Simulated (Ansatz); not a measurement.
# NaF: the cost of one run

Method: DFT LDA, scalar-relativistic, plane waves, PAW, in Ansatz 0.2.0.

3 further runs of the same task are left out: 3 set aside as unsound or not needed.

## Step 1: The system as given

Symmetry: Fm-3m, No. 225, cubic system. Conventional cell: a = 4.540 Å, b = 4.540 Å, c = 4.540 Å, α = 90.00°, β = 90.00°, γ = 90.00°. Na (site symmetry m-3m) has 6 F at 2.27 Å as nearest neighbours. Around F (site symmetry m-3m) lie 6 Na at 2.27 Å.

Structure file:

```
CELL_PARAMETERS angstrom
0.00000 2.27000 2.27000
2.27000 0.00000 2.27000
2.27000 2.27000 0.00000
ATOMIC_POSITIONS crystal
Na 0.00000 0.00000 0.00000
F 0.50000 0.50000 0.50000
```

This is a trial structure built by rule; it need not be a known or stable form of this composition.

The cell is the ideal cubic rocksalt prototype; whether it is the stable structure of this composition wasn't checked.

## Step 2: Single point at 1.028 V0

File input.yaml:

```yaml
crystal:
  lattice:
    - [0.0, 2.27, 2.27]
    - [2.27, 0.0, 2.27]
    - [2.27, 2.27, 0.0]
  atoms:
    - { symbol: Na, position: [0.0, 0.0, 0.0] }
    - { symbol: F, position: [0.5, 0.5, 0.5] }
basis:
  ecutwfc: 420
kpoints:
  mp_grid: { grid: [8, 8, 8] }
hamiltonian:
  xc: lda
scf:
  occupations: { method: gaussian, width: 0.02 }
output:
  forces: true
  stress: true
  eigenvalues: true
```

Run with:

```bash
> ansatz run input.yaml --threads 1 --pin off --max-ram 2560MiB --backend cpu --events-out ev --progress --plain --runs-dir out
```

**Question.** How long does this run take on 1 thread of Intel Xeon at 2.50GHz (Skylake/Cascade Lake), shared host, and how much memory does it need?

About 1.4 s, with a peak of 0.28 GiB.
